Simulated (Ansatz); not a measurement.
# CuF: the cost of one run

The runs use Ansatz 0.2.0, Gaussian basis; def2-TZVPP, core rule «outside noble gas», up to 10 orbitals frozen.

The runs, in order: UHF; CCSD(T) on RHF; CCSD(T) on UHF; CCSDT(Q) on RHF; CASSCF and NEVPT2, 2 electrons in 2 orbitals.

3 further runs of the same task are left out: 3 for a known fault of the program. Runs told in other sessions of the task aren't counted.

## Step 1: What is computed

The geometry derives from a PBE0/def2-TZVP stationary point (not a proven minimum). One bond is set to the value named and the two fragments are kept rigid.

2 atoms, charge 0, spin multiplicity 1.

Atoms are counted from 1 here; the program's logs count them from 0.

Bond lengths: Cu1–F2 1.765 Å.

## Step 2: UHF

in.yaml reads:

```yaml
crystal:
  periodic: [false, false, false]
  atoms:
    - {symbol: Cu, position_ang: [0.000000, 0.000000, 0.000000]}
    - {symbol: F, position_ang: [0.000000, 0.000000, 1.764798]}
basis:
  gaussian: {orbitals: def2-TZVPP}
magnetization: {spin_polarized: true, initial_magnetization: 0}
hamiltonian: {xc: hf}
output: {orbitals: {seedname: orbitals}}
```

The run is started by

```
$ ansatz run in.yaml --threads 1 --pin off --events-out ev --progress --plain --max-ram 2816MiB --backend cpu
```

**Question.** How long does this run take on 1 thread of AMD EPYC 7R13, shared host, and how much memory does it need?

About 8 s, with a peak of 0.3 GiB.
